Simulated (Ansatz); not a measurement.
# H4O4Pb2 (Pb2(OH)2(OH)2): the cost of one run

Method: DFT PBE, plane waves, PAW, molecule in a box with 9 Å of vacuum; program: Ansatz 0.2.0.

1 further run of the same task is left out (for a known fault of the program).

### Step 1. Starting geometry

10 atoms, charge 0, spin multiplicity 1.

Bond lengths: Pb1–O3 2.296 Å, Pb1–O5 2.292 Å, Pb1–O7 2.117 Å, Pb2–O3 2.296 Å, Pb2–O5 2.292 Å, Pb2–O9 2.117 Å, O3–H4 0.968 Å, O5–H6 0.964 Å, O7–H8 0.964 Å, O9–H10 0.964 Å. Angles: O3–Pb1–O5 72.3°, O3–Pb1–O7 92.1°, O5–Pb1–O7 96.0°, O3–Pb2–O5 72.3°, O3–Pb2–O9 92.1°, O5–Pb2–O9 96.0°, Pb1–O3–Pb2 107.6°, Pb1–O3–H4 109.9°, Pb2–O3–H4 109.9°, Pb1–O5–Pb2 107.8°, Pb1–O5–H6 126.1°, Pb2–O5–H6 126.1°, Pb1–O7–H8 114.2°, Pb2–O9–H10 114.2°.

Coordinates:

```xyz
10

Pb    0.0252   -0.6296    1.8526
Pb    0.0252   -0.6296   -1.8526
O     0.9306   -1.6399    0.0000
H     1.8916   -1.5267    0.0000
O    -0.8513    0.3972    0.0000
H    -1.5050    1.1055    0.0000
O     1.6901    0.6619    2.0561
H     1.9245    1.1349    1.2491
O     1.6901    0.6619   -2.0561
H     1.9245    1.1349   -1.2491
```

Formal oxidation states: Pb +2. An earlier session relaxed this geometry at PBE0, Pb def2-SVP with ECP60, O def2-SVP, H def2-SVP (singlet, point group Cs).

### Step 2. Scalar-relativistic

Contents of input.yaml:

```yaml
crystal:
  lattice:
    - [12.43, 0.0, 0.0]
    - [0.0, 11.77, 0.0]
    - [0.0, 0.0, 13.11]
  atoms:
    - { symbol: Pb, position: [0.48513113, 0.46816398, 0.64138978] }
    - { symbol: Pb, position: [0.48513113, 0.46816398, 0.35877193] }
    - { symbol: O, position: [0.55797426, 0.38232795, 0.50008085] }
    - { symbol: H, position: [0.63528399, 0.39194477, 0.50008085] }
    - { symbol: O, position: [0.41462027, 0.55540442, 0.50008085] }
    - { symbol: H, position: [0.36202735, 0.61558624, 0.50008085] }
    - { symbol: O, position: [0.61907321, 0.5778972, 0.65691152] }
    - { symbol: H, position: [0.63793564, 0.61807732, 0.59535774] }
    - { symbol: O, position: [0.61907321, 0.5778972, 0.34324943] }
    - { symbol: H, position: [0.63793564, 0.61807732, 0.4048032] }
basis:
  ecutwfc: 420
  ecutrho_ratio: 4
kpoints:
  mp_grid: { grid: [1, 1, 1] }
hamiltonian:
  xc: pbe
scf:
  occupations: { method: gaussian, width: 0.01 }
output:
  forces: true
  eigenvalues: true
  populations: true
```

On the command line:

```sh
$ ansatz run input.yaml --threads 2 --pin off --max-ram 5120MiB --backend cpu --events-out ev --progress --plain --runs-dir out
```

What time and memory should one allow on 2 threads of Arm Neoverse V1, shared host?

About 5.7 s, with a peak of 1 GiB.
